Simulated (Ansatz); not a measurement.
Crystal: CuO2.

```
Cu O
1.0
     1.41261   -5.21075    0.00000
     1.41261    5.21075    0.00000
     0.00000    0.00000    4.34342
Cu O
2 4
Direct
  0.16725 0.83275 0.75000
  0.83275 0.16725 0.25000
  0.78897 0.21103 0.75000
  0.21103 0.78897 0.25000
  0.55149 0.44851 0.75000
  0.44851 0.55149 0.25000
```

The cell comes from a database or a generator and needn't be the stable form of this composition.

Base run:

```yaml
Program: Ansatz 0.2.0
Functional: r2SCAN
Potentials_or_basis: Ansatz PAW
Cutoff: "500 eV (not typed: the program's choice for these potentials)"
k_mesh: 10 × 10 × 6
Occupations: fermi-dirac, width 0.05 eV
Spin: no spin polarisation
```

Its results: band gap on the k mesh none (metal or under the smearing width); pressure -9.3 GPa; largest force 0.557 eV/Å.

Task: The run is repeated on the same cell with these changes: functional from r2SCAN to PBEsol; cutoff from 500 eV (not typed: the program's choice for these potentials) to 420 eV (not typed: the program's choice for these potentials); k mesh from 10 × 10 × 6 to 8 × 8 × 6. What comes out?

Result: Band gap on the k mesh none (metal or under the smearing width); pressure -8.7 GPa; largest force 0.510 eV/Å.

Several settings changed at once, so the effect can't be laid on one alone.

Caveats: the run has no spin polarisation, though such a crystal can be magnetic; semilocal functionals often make such compounds metallic where correlation or magnetic order opens a gap, which also shifts bond lengths; the PAW data sets come from PBE, with cores solved anew for the run's functional, which leaves a small shift of forces and pressure; the density of states is complete only up to the lowest level of the last band computed (some runs).
